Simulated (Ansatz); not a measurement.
**AlH₄Br (built from SMILES Br.[AlH3]): a reaction path by the nudged elastic band**

Program: Ansatz 0.2.0, Gaussian basis. Level of theory: PBE0-D4/def2-SVP. These are calculated values, not measurements.

## (1) Where the work starts

The first end: 6 atoms, charge 0, spin multiplicity 1.

Atoms are counted from 1 here; the program's logs count them from 0.

Bond lengths: Al1–H2 1.594 Å, Al1–H3 1.589 Å, Al1–H4 1.589 Å, Al1–Br6 2.787 Å, H5–Br6 1.424 Å. Angles: H2–Al1–H3 119.3°, H2–Al1–H4 119.3°, H2–Al1–Br6 91.4°, H3–Al1–H4 119.5°, H3–Al1–Br6 96.2°, H4–Al1–Br6 96.2°, Al1–Br6–H5 91.9°.

Geometry (Å):

```
Al   -0.0108   -0.9024   -0.0858
H     1.5179   -0.5579    0.2041
H    -0.4859   -1.1289   -1.5853
H    -0.9407   -1.3798    1.1113
H     0.6324    2.1775    0.3093
Br   -0.7129    1.7914    0.0464
```

The second end:

```mol
AlBrH4
  3D, bonds by distance, orders not assigned

  6  4  0  0  0  0  0  0  0  0999 V2000
   -0.6318   -0.3204   -0.1364 Al  0  0
    1.6134   -0.0700    0.2657 H   0  0
   -0.2570   -0.9116   -1.5486 H   0  0
   -0.7190   -1.1664    1.1907 H   0  0
    1.3844    0.6496    0.2939 H   0  0
   -1.3900    1.8188   -0.0652 Br  0  0
  1  3  8  0
  1  4  8  0
  1  6  8  0
  2  5  8  0
M  END
```

## (2) The band at PBE0-D4/def2-SVP

neb/in.yaml

```yaml
crystal:
  periodic: [false, false, false]
  atoms:
    - {symbol: Al, position_ang: [-0.010840, -0.902362, -0.085783]}
    - {symbol: H, position_ang: [1.517879, -0.557851, 0.204110]}
    - {symbol: H, position_ang: [-0.485876, -1.128906, -1.585273]}
    - {symbol: H, position_ang: [-0.940684, -1.379789, 1.111256]}
    - {symbol: H, position_ang: [0.632436, 2.177482, 0.309257]}
    - {symbol: Br, position_ang: [-0.712914, 1.791427, 0.046432]}
basis:
  gaussian: {orbitals: def2-SVP}
hamiltonian: {xc: pbe0, dispersion: d4}
neb:
  images: 5
  climbing: true
  max_iterations: 40
  initial_path: idpp
  final_atoms:
    - {symbol: Al, position_ang: [-0.631843, -0.320356, -0.136385]}
    - {symbol: H, position_ang: [1.613433, -0.069958, 0.265736]}
    - {symbol: H, position_ang: [-0.257029, -0.911580, -1.548634]}
    - {symbol: H, position_ang: [-0.718993, -1.166439, 1.190652]}
    - {symbol: H, position_ang: [1.384421, 0.649575, 0.293866]}
    - {symbol: Br, position_ang: [-1.389990, 1.818759, -0.065234]}
```

Launch:

```bash
$ ansatz run in.yaml --threads 2 --pin off --events-out ev --progress --plain --max-ram 4352MiB
```

**Question.** How long does this run take on 2 threads of Intel Xeon Platinum 8375C at 2.90GHz, shared host?

About 1.7 min.
